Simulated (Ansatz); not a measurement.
# BAs: how the settings move a single-point run

How sensitive is a single-point run of BAs to its settings? A reference run comes first, then two runs with altered input.

Method: reference: DFT, r2SCAN, all-electron PAW with datasets made for the crystal, scalar-relativistic, in Ansatz 0.2.0.

### Step 1. The structure to begin with

It takes space group F-43m (No. 216, cubic). Conventional cell: a = 3.661 Å, b = 3.661 Å, c = 3.661 Å, α = 90.00°, β = 90.00°, γ = 90.00°. B (site symmetry -43m) is surrounded by 4 As at 1.59 Å. As (site symmetry -43m) has 4 B at 1.59 Å as nearest neighbours.

Coordinates:

```cif
data_structure
_symmetry_space_group_name_H-M 'P 1'
_symmetry_Int_Tables_number 1
_cell_length_a 2.5885
_cell_length_b 2.5885
_cell_length_c 2.5885
_cell_angle_alpha 60.000
_cell_angle_beta 60.000
_cell_angle_gamma 60.000
_cell_volume 12.26
loop_
_atom_site_label
_atom_site_type_symbol
_atom_site_fract_x
_atom_site_fract_y
_atom_site_fract_z
_atom_site_occupancy
B1 B 0.00000 0.00000 0.00000 1
As1 As 0.25000 0.25000 0.25000 1
```

### Step 2. Baseline

The input, input.yaml:

```yaml
crystal:
  lattice:
    - [0.0, 1.8303300793, 1.8303300793]
    - [1.8303300793, 0.0, 1.8303300793]
    - [1.8303300793, 1.8303300793, 0.0]
  atoms:
    - { symbol: B, position: [0.0, 0.0, 0.0] }
    - { symbol: As, position: [0.25, 0.25, 0.25] }
kpoints:
  mp_grid: { grid: [13, 13, 13] }
scf:
  occupations: { method: fermi_dirac, width: 0.05 }
hamiltonian:
  xc: r2scan
  pseudopotentials: { kind: all_electron, datasets: crystal }
output:
  forces: true
  stress: true
  eigenvalues: true
  efg: { contact_densities: true }
```

Command:

```console
$ ansatz run input.yaml --threads 1 --pin off --max-ram 2048MiB --backend cpu --events-out ev --progress --plain --runs-dir out
```

The main lines of its log:

```text
[...]
Basis set: ecut = 680 eV, 531 PW (Γ), exchange–correlation on 90×90×90 points (27 copies of the dense FFT grid, shifted against one another)
[...]
k-points: 84 of 2197 (time reversal used)
[...]
SCF iter   1: F=—  HF=-62200.895781 eV  |F-HF|=—  |Δ(HF+E_count)|=         —  Δρ=2.45e-1  dr2=6.70e0  dr2_τ=1.76e0  ethr=2.35e-2  ⟨swp⟩=2.0  Hψ=7555  notcnv=0
preconditioner: auto → none  [insulator: Δε(μ)=2.060 eV  Ē_g=36.307 eV  σ=0.050 eV  W_gap=1.00  n_scr=8 (ndim 8)  ℏωp=45.0 eV  f_vac=0.000  D(μ)=0.00/eV (n_scr^D=0)  ε∞_Penn≈2.5]
[...]
SCF iter   2: F=—  HF=-62198.609640 eV  |F-HF|=—  |Δ(HF+E_count)|=    2.29e0  Δρ=6.33e-2  dr2=3.72e-1  dr2_τ=7.71e-2  ethr=1.34e-3  ⟨swp⟩=2.1  Hψ=6653  notcnv=0  defer=1
[...]
SCF iter   7: F=—  HF=-62198.590737 eV  |F-HF|=—  |Δ(HF+E_count)|=   7.56e-6  Δρ=2.86e-5  dr2=6.61e-8  dr2_τ=1.03e-7  ethr=1.76e-8  ⟨swp⟩=3.0  Hψ=3787  notcnv=0
SCF iter   8: F=-62198.590737 eV  HF=-62198.590737 eV  |F-HF|=9.02e-10  |Δ(HF+E_count)|=   4.08e-8  Δρ=4.07e-6  dr2=1.18e-9  dr2_τ=7.63e-10  ethr=2.36e-10  ⟨swp⟩=3.0  Hψ=3446  notcnv=0
[...]
SCF converged after 8 iterations
Free energy (F): -62198.590736 eV
[...]
E sigma→0 (E₀):  -62198.590724 eV
[...]
Fermi energy:    30.804538 eV
[...]
  P = ⅓ Tr σ = 529.0292 GPa (5290.292 kbar)
[...]
```

Wall time 22 s (1 thread of AMD EPYC 7R13 (Zen 3), shared host); peak memory 0.76 GiB.

### Step 3. Changed: occupations.width 0.001, n_extra_bands 1, mixing.algorithm broyden, mixing.beta 0.7, mixing.ndim 16

input.yaml, as its differences from that of step 2:

```diff
@@ -11,3 +11,5 @@
 scf:
-  occupations: { method: fermi_dirac, width: 0.05 }
+  occupations: { method: fermi_dirac, width: 0.001 }
+  n_extra_bands: 1
+  mixing: { algorithm: broyden, beta: 0.7, ndim: 16 }
 hamiltonian:
```

Command:

```console
$ ansatz run input.yaml --threads 1 --pin off --max-ram 2048MiB --backend cpu --events-out ev --progress --plain --runs-dir out
```

What it wrote:

```text
hamiltonian.pseudopotentials.datasets: crystal makes datasets for this crystal and solves the spheres of its atoms anew in each pass: cutoff 680.0 eV, the density's 4760.0 eV; for an error of 0.50 meV an atom under PBE, 1.0 meV for the cell; an energy difference from a run of another recipe may be off by several times the error for the cell, under r2SCAN by more, where some 0.1 meV an atom stays at smaller errors; B in spheres of 0.640 Å, 5 of its electrons in bands; As in spheres of 0.937 Å, 23 of its electrons in bands
scf.n_extra_bands = 1 over 14 filled bands (N_el = 28.0): the run solves 15 bands
Engine: ansatz 0.2.0
Pseudopotentials: kind: all_electron
Pseudopotential: B, paw, valence charge 5, recommended cutoff 680 eV (normal), Koelling and Harmon's equation, gaussian nucleus
Pseudopotential: As, paw, valence charge 23, recommended cutoff 680 eV (normal), Koelling and Harmon's equation, gaussian nucleus
Functional definition: r2SCAN
  parameter k0 = 0.174
  parameter k1 = 0.065
  parameter a1 = 4.9479
  exchange = r2scan_x(k0 = k0, k1 = k1, a1 = a1)
  correlation = r2scan_c
Crystal: 2 atoms, lattice volume = 12.264 Å³
Basis set: ecut = 680 eV, 531 PW (Γ), exchange–correlation on 90×90×90 points (27 copies of the dense FFT grid, shifted against one another)
Bands: 15, of which v1, the nominal top of the filled ones, is band 14 counted from 1 (13 counted from 0)
Symmetry: 24 space group operations
Space group: F-43m (ITA 216), of the structure as read, at distance tolerance 2.3e-5 Å
k-points: 84 of 2197 (time reversal used)
Non-local potential: B, projectors of the file, l = 0: 2, l = 1: 1
Non-local potential: As, projectors of the file, l = 0: 2, l = 1: 2, l = 2: 2
PAW form: soft (Blöchl's): semilocal exchange-correlation on the pseudo side does not see the compensation charge
PAW one-centre angular grid: B, 302 points (default); XC on its mesh's 1829 points in the sphere
PAW one-centre angular grid: As, 590 points (default); XC on its mesh's 1781 points in the sphere
Initial density: superposition of atomic densities (neutral atoms: chi_scale 0, normalization atom)
Initial wavefunctions: pseudopotential atomic-orbital guess
Functional: x = r2scan, c = r2scan; τ floored in thin density (d = 2e-4 eV/Å³)
iter 1 solved again at ethr=2.35e-2 eV; its pass at ethr=1.00e-1 eV (dr2=6.59e0 eV) is discarded
SCF iter   1: F=—  HF=-62200.895501 eV  |F-HF|=—  |Δ(HF+E_count)|=         —  Δρ=2.45e-1  dr2=6.70e0  dr2_τ=1.76e0  ethr=2.35e-2  ⟨swp⟩=2.0  Hψ=6158  notcnv=0
preconditioner: auto → none  [insulator: Δε(μ)=2.061 eV  Ē_g=30.684 eV  σ=0.001 eV  W_gap=1.00  n_scr=8 (ndim 16)  ℏωp=45.0 eV  f_vac=0.000  D(μ)=0.00/eV (n_scr^D=0)  ε∞_Penn≈3.1]
iter 2 solved again at ethr=4.31e-4 eV; its pass at ethr=2.35e-2 eV (dr2=1.21e-1 eV) is discarded
SCF iter   2: F=—  HF=-62198.605325 eV  |F-HF|=—  |Δ(HF+E_count)|=    2.29e0  Δρ=4.11e-2  dr2=1.23e-1  dr2_τ=1.39e-1  ethr=4.31e-4  ⟨swp⟩=2.6  Hψ=5521  notcnv=0  defer=14  κ⁻¹=1.0e0(r=1)
SCF iter   3: F=—  HF=-62198.586045 eV  |F-HF|=—  |Δ(HF+E_count)|=   1.93e-2  Δρ=1.00e-2  dr2=5.82e-3  dr2_τ=5.96e-4  ethr=4.31e-4  ⟨swp⟩=3.0  Hψ=2943  notcnv=0  defer=2  κ⁻¹=3.4e-2(r=2)
SCF iter   4: F=—  HF=-62198.587626 eV  |F-HF|=—  |Δ(HF+E_count)|=   1.58e-3  Δρ=3.04e-3  dr2=4.08e-4  dr2_τ=6.60e-5  ethr=2.08e-5  ⟨swp⟩=3.1  Hψ=4036  notcnv=0  defer=5  κ⁻¹=3.7e-3(r=3)
SCF iter   5: F=—  HF=-62198.590683 eV  |F-HF|=—  |Δ(HF+E_count)|=   3.06e-3  Δρ=1.02e-3  dr2=2.38e-5  dr2_τ=6.97e-5  ethr=1.46e-6  ⟨swp⟩=3.2  Hψ=4031  notcnv=0  defer=3  κ⁻¹=3.7e-3(r=3)
SCF iter   6: F=—  HF=-62198.590728 eV  |F-HF|=—  |Δ(HF+E_count)|=   4.55e-5  Δρ=3.36e-4  dr2=2.31e-6  dr2_τ=5.06e-7  ethr=8.51e-8  ⟨swp⟩=3.0  Hψ=3316  notcnv=0  defer=2  κ⁻¹=7.2e-6(r=4)
SCF iter   7: F=—  HF=-62198.590732 eV  |F-HF|=—  |Δ(HF+E_count)|=   3.81e-6  Δρ=5.74e-5  dr2=7.36e-8  dr2_τ=1.30e-8  ethr=8.26e-9  ⟨swp⟩=3.0  Hψ=3818  notcnv=0  defer=2  κ⁻¹=2.0e-7(r=5)
SCF iter   8: F=-62198.590732 eV  HF=-62198.590732 eV  |F-HF|=1.59e-9  |Δ(HF+E_count)|=   1.26e-7  Δρ=5.49e-6  dr2=7.65e-10  dr2_τ=9.27e-11  ethr=2.63e-10  ⟨swp⟩=3.0  Hψ=3335  notcnv=0  defer=1
SCF 1 converged in 8 iterations: F = -62198.590732 eV  dr2 = 7.65e-10
  Residual-converged pass: ⟨swp⟩=3.0  Hψ=2658  notcnv=0  max |occ|·‖R‖ = 5.2e-6 eV (tolerance 5.3e-6 eV)  dr2=7.59e-10  dr2_τ=9.66e-11  dr2_onsite=2.77e-8  max |Δocc| = 0.0e0
SCF converged after 8 iterations
Stability not checked: this state was not tested for a lower state beside it, because the mixer in use, unlike msr1, does not test its closes by its own steps (another_mixer; see scf.mixing.algorithm and scf.lower_state_search)
Free energy (F): -62198.590732 eV
Harris-Foulkes:  -62198.590732 eV  (|F-HF|=1.59e-9)
Internal energy: -62198.590732 eV  (E = F + TS)
E sigma→0 (E₀):  -62198.590732 eV
Past the cutoff: the bands carry plane waves up to 2.50 times it, of which those up to 1.5 times it add -0.000896 eV an atom, each by itself; the spheres take 0.000460 eV an atom off the energy for waves past 2.50 times it
Past the cutoffs: a stress includes 0.0059 GPa for waves and charges beyond them, in addition to the slope of what the spheres take
In the spheres:  the bands' charges fall short by 2.0e-6 e at most (sound up to 1e-3)
Fermi energy:    30.819518 eV
--- Per-component energies (eV) ---
  The terms above E_closure are by the made datasets' own strengths, without shells solved beside the bands.
--- Forces (eV/Å), atoms counted from 1 ---
  atom   1  B      0.00000000    -0.00000000    -0.00000000
  atom   2  As     0.00000000    -0.00000000     0.00000000
  max |Σ_I F_I| component: 6.48e-16 eV/Å
--- Stress (GPa, compression-positive) ---
      529.029962      -0.000000      -0.000000
        0.000000     529.029962       0.000000
       -0.000000       0.000000     529.029962
  P = ⅓ Tr σ = 529.0300 GPa (5290.300 kbar)
--- PAW observables at the nuclei: V_zz in 10²¹ V/m², potentials from the cell's mean, atoms counted from 1 ---
  atom   1  B  V_zz =    -0.000000   η = 0.0000   by run symmetry: forbidden
            electrostatic potential = -348.326291 V   contact ρ = 486.769744 e/Å³
  atom   2  As V_zz =    +0.000000   η = 0.0000   by run symmetry: forbidden
            electrostatic potential = -4534.472794 V   contact ρ = 235191.536439 e/Å³
--- Band table (eV; the first three rows and the last of 84) ---
  k-point 0: bands = ["-162.4874", "-145.0129", "-104.0352", "-104.0352", "-104.0352", "-8.8780", "-8.8780", "-8.8780", "-8.5799", "-8.5799", "4.1803", "30.5916", "30.5916", "30.5916", "36.3368"]
  k-point 1: bands = ["-162.4874", "-145.0129", "-104.0356", "-104.0353", "-104.0353", "-8.8742", "-8.8695", "-8.8695", "-8.5805", "-8.5805", "4.3681", "29.0660", "30.2053", "30.2053", "36.8546"]
  k-point 2: bands = ["-162.4872", "-145.0131", "-104.0367", "-104.0355", "-104.0355", "-8.8640", "-8.8478", "-8.8478", "-8.5802", "-8.5802", "4.9324", "26.0272", "29.3868", "29.3868", "37.8403"]
  k-point 83: bands = ["-162.4860", "-145.0138", "-104.0407", "-104.0396", "-104.0385", "-8.7938", "-8.7459", "-8.6927", "-8.5800", "-8.5410", "14.6788", "17.4390", "18.2424", "19.3285", "36.1493"]
  guard bands above this table: 0 of the run's 15 bands, where the rule asks 2: the bands that hold charge and the lowest empty level above them stay in the table. A level can be missing at the table's top as with no guard band: raise scf.n_extra_bands
```

It took 21 s on 1 thread of AMD EPYC 7R13 (Zen 3), shared host; peak memory 0.72 GiB.

Changing the smearing, band count and mixing hardly moves the energy: 0.0 meV/atom.

### Step 4. Changing settings: mp_grid.grid [4, 4, 4], occupations.method tetrahedron_uncorrected, width left out

input.yaml, as its differences from that of step 2:

```diff
@@ -9,5 +9,5 @@
 kpoints:
-  mp_grid: { grid: [13, 13, 13] }
+  mp_grid: { grid: [4, 4, 4] }
 scf:
-  occupations: { method: fermi_dirac, width: 0.05 }
+  occupations: { method: tetrahedron_uncorrected }
 hamiltonian:
```

Command:

```console
$ ansatz run input.yaml --threads 1 --pin off --max-ram 2048MiB --backend cpu --events-out ev --progress --plain --runs-dir out
```

What it wrote:

```text
hamiltonian.pseudopotentials.datasets: crystal makes datasets for this crystal and solves the spheres of its atoms anew in each pass: cutoff 680.0 eV, the density's 4760.0 eV; for an error of 0.50 meV an atom under PBE, 1.0 meV for the cell; an energy difference from a run of another recipe may be off by several times the error for the cell, under r2SCAN by more, where some 0.1 meV an atom stays at smaller errors; B in spheres of 0.640 Å, 5 of its electrons in bands; As in spheres of 0.937 Å, 23 of its electrons in bands
band count auto-derived: 19 (N_el = 28.0; filled up to band 14; 18 by the electrons, moments and atoms)
[... 10 set-up lines as earlier in the session ...]
davidson cushion auto → on  (no smearing: the cushion is to keep the highest requested band from converging to the state above it; pin scf.eigensolver.cushion to override)
Crystal: 2 atoms, lattice volume = 12.264 Å³
Basis set: ecut = 680 eV, 531 PW (Γ), exchange–correlation on 90×90×90 points (27 copies of the dense FFT grid, shifted against one another)
Bands: 19, of which v1, the nominal top of the filled ones, is band 14 counted from 1 (13 counted from 0)
[... 2 set-up lines as earlier in the session ...]
k-points: 8 of 64 (time reversal used)
[... 8 set-up lines as earlier in the session ...]
iter 1 solved again at ethr=2.45e-2 eV; its pass at ethr=1.00e-1 eV (dr2=6.87e0 eV) is discarded
SCF iter   1: F=—  HF=-62200.680344 eV  |F-HF|=—  |Δ(HF+E_count)|=         —  Δρ=2.50e-1  dr2=6.99e0  dr2_τ=1.83e0  ethr=2.45e-2  ⟨swp⟩=2.0  Hψ=868  notcnv=0
preconditioner: auto → none  [insulator: Δε(μ)=2.023 eV  Ē_g=38.080 eV  n_scr=8 (ndim 8)  ℏωp=45.0 eV  f_vac=0.000  ε∞_Penn≈2.4]
iter 2 solved again at ethr=1.43e-3 eV; its pass at ethr=2.45e-2 eV (dr2=4.00e-1 eV) is discarded
SCF iter   2: F=—  HF=-62198.306082 eV  |F-HF|=—  |Δ(HF+E_count)|=    2.37e0  Δρ=6.53e-2  dr2=3.99e-1  dr2_τ=7.89e-2  ethr=1.43e-3  ⟨swp⟩=2.1  Hψ=711  notcnv=0
SCF iter   3: F=—  HF=-62198.279510 eV  |F-HF|=—  |Δ(HF+E_count)|=   2.66e-2  Δρ=1.16e-2  dr2=7.64e-3  dr2_τ=2.99e-3  ethr=1.42e-3  ⟨swp⟩=3.0  Hψ=393  notcnv=0
SCF iter   4: F=—  HF=-62198.281947 eV  |F-HF|=—  |Δ(HF+E_count)|=   2.44e-3  Δρ=2.94e-3  dr2=3.79e-4  dr2_τ=4.28e-5  ethr=2.73e-5  ⟨swp⟩=3.0  Hψ=495  notcnv=0
SCF iter   5: F=—  HF=-62198.285135 eV  |F-HF|=—  |Δ(HF+E_count)|=   3.19e-3  Δρ=1.20e-3  dr2=3.73e-5  dr2_τ=8.00e-5  ethr=1.35e-6  ⟨swp⟩=3.0  Hψ=540  notcnv=0
SCF iter   6: F=—  HF=-62198.285311 eV  |F-HF|=—  |Δ(HF+E_count)|=   1.76e-4  Δρ=4.75e-4  dr2=5.16e-6  dr2_τ=3.28e-7  ethr=1.33e-7  ⟨swp⟩=3.0  Hψ=375  notcnv=0
SCF iter   7: F=—  HF=-62198.285319 eV  |F-HF|=—  |Δ(HF+E_count)|=   8.06e-6  Δρ=3.02e-5  dr2=7.39e-8  dr2_τ=1.07e-7  ethr=1.84e-8  ⟨swp⟩=3.0  Hψ=504  notcnv=0
SCF iter   8: F=-62198.285319 eV  HF=-62198.285319 eV  |F-HF|=1.56e-9  |Δ(HF+E_count)|=   5.29e-8  Δρ=4.44e-6  dr2=1.32e-9  dr2_τ=5.77e-10  ethr=2.64e-10  ⟨swp⟩=3.0  Hψ=444  notcnv=0
SCF 1 converged in 8 iterations: F = -62198.285319 eV  dr2 = 1.32e-9
  Residual-converged pass: ⟨swp⟩=2.2  Hψ=280  notcnv=0  max |occ|·‖R‖ = 5.2e-6 eV (tolerance 5.3e-6 eV)  dr2=1.31e-9  dr2_τ=5.80e-10  dr2_onsite=1.46e-8  max |Δocc| = 0.0e0
SCF converged after 8 iterations
Free energy (F): -62198.285319 eV
Harris-Foulkes:  -62198.285319 eV  (|F-HF|=1.56e-9)
Internal energy: -62198.285319 eV  (E = F + TS)
E sigma→0 (E₀):  -62198.285319 eV
Past the cutoff: the bands carry plane waves up to 2.50 times it, of which those up to 1.5 times it add -0.000927 eV an atom, each by itself; the spheres take 0.000461 eV an atom off the energy for waves past 2.50 times it
Past the cutoffs: a stress includes 0.0058 GPa for waves and charges beyond them, in addition to the slope of what the spheres take
In the spheres:  the bands' charges fall short by 1.9e-6 e at most (sound up to 1e-3)
Fermi energy:    30.646402 eV
--- Per-component energies (eV) ---
  The terms above E_closure are by the made datasets' own strengths, without shells solved beside the bands.
--- Forces (eV/Å), atoms counted from 1 ---
  atom   1  B      0.00000000    -0.00000000     0.00000000
  atom   2  As     0.00000000    -0.00000000    -0.00000000
  max |Σ_I F_I| component: 6.66e-16 eV/Å
--- Stress (GPa, compression-positive) ---
      530.814588       0.000000      -0.000000
       -0.000000     530.814588       0.000000
       -0.000000       0.000000     530.814588
  P = ⅓ Tr σ = 530.8146 GPa (5308.146 kbar)
--- PAW observables at the nuclei: V_zz in 10²¹ V/m², potentials from the cell's mean, atoms counted from 1 ---
  atom   1  B  V_zz =    +0.000000   η = 0.0000   by run symmetry: forbidden
            electrostatic potential = -348.408769 V   contact ρ = 486.208811 e/Å³
  atom   2  As V_zz =    +0.000000   η = 0.0000   by run symmetry: forbidden
            electrostatic potential = -4534.477308 V   contact ρ = 235188.426194 e/Å³
--- Band table (eV; the first three rows and the last of 8) ---
  k-point 0: bands = ["-162.4785", "-144.8437", "-104.0258", "-104.0258", "-104.0258", "-8.8673", "-8.8673", "-8.8673", "-8.5709", "-8.5709", "4.2036", "30.6464", "30.6464", "30.6464", "36.3451", "36.3451"]
  k-point 1: bands = ["-162.4779", "-144.8441", "-104.0294", "-104.0266", "-104.0266", "-8.8362", "-8.8070", "-8.8070", "-8.5618", "-8.5618", "6.1915", "21.8778", "28.4072", "28.4072", "38.1416", "38.1416"]
  k-point 2: bands = ["-162.4774", "-144.8444", "-104.0330", "-104.0273", "-104.0273", "-8.8096", "-8.7857", "-8.7857", "-8.5123", "-8.5123", "11.4091", "13.0968", "27.1850", "27.1850", "36.5672", "36.5672"]
  k-point 7: bands = ["-162.4770", "-144.8447", "-104.0314", "-104.0302", "-104.0293", "-8.7726", "-8.7385", "-8.6908", "-8.5651", "-8.5333", "15.2301", "17.6833", "18.0433", "18.5921", "36.3750", "40.5749"]
```

Run time: 4.6 s. Hardware: 1 thread of AMD EPYC 7R13 (Zen 3), shared host; peak memory 0.52 GiB.

Changing the k-point mesh and smearing moves the energy by +152.7 meV/atom (σ→0 values), and the pressure goes from 529.0 to 530.8 GPa and the gap on the mesh goes from 0.46 to 0.39 eV. More than one kind of setting changed, and this run alone doesn't tell their shares apart. A gap read on a mesh depends on which points the mesh holds, and a coarse mesh shifts the density too. Cost: 4.6 s against 22 s. The variant is not converged in its settings.

### Step 5. All runs together

| run | ending | energy change | pressure (GPa) | gap (eV) | force (eV/Å) | cycles | time |
| --- | --- | --- | --- | --- | --- | --- | --- |
| reference | converged | 0 | 529.0 | 0.46 | 0.00 | 8 | 22 s |
| 1: occupations.width 0.001, n_extra_bands 1, mixing.algorithm broyden, mixing.beta 0.7, mixing.ndim 16 | converged | 0.0 meV/atom (σ→0) | 529.0 | 0.46 | 0.00 | 8 | 21 s |
| 2: mp_grid.grid [4, 4, 4], occupations.method tetrahedron_uncorrected, width left out | converged | +152.7 meV/atom (σ→0) | 530.8 | 0.39 | 0.00 | 8 | 4.6 s |

Residual by cycle in the longest SCF loop of each run; runs are numbered as in the table. The quantity is the density residual dr2, in eV.

| cycle | reference | run 1 | run 2 |
| --- | --- | --- | --- |
| 1 | 6.7 | 6.7 | 6.99 |
| 2 | 0.372 | 0.123 | 0.399 |
| 3 | 0.00727 | 0.00582 | 0.00764 |
| 4 | 3.5e-4 | 4.1e-4 | 3.8e-4 |
| 5 | 3.6e-5 | 2.4e-5 | 3.7e-5 |
| 6 | 4.9e-6 | 2.3e-6 | 5.2e-6 |
| 7 | 6.6e-8 | 7.4e-8 | 7.4e-8 |
| 8 | 1.2e-9 | 7.7e-10 | 1.3e-9 |

**Reading.** Of the converged runs whose energies compare with the reference's, «mp_grid.grid [4, 4, 4], occupations.method tetrahedron_uncorrected, width left out» moves the energy most (+152.7 meV/atom) and «occupations.width 0.001, n_extra_bands 1, mixing.algorithm broyden, mixing.beta 0.7, mixing.ndim 16» least (0.0 meV/atom). Of the variants the dearest is «occupations.width 0.001, n_extra_bands 1, mixing.algorithm broyden, mixing.beta 0.7, mixing.ndim 16» (21 s), the cheapest «mp_grid.grid [4, 4, 4], occupations.method tetrahedron_uncorrected, width left out» (4.6 s), on a shared host. The structure is not at rest: the sound run finds 529 GPa, so these are no properties of the relaxed crystal. 

The gaps are Kohn-Sham values of a semilocal functional, not quasiparticle or optical gaps. Such gaps usually fall short of the measured ones.
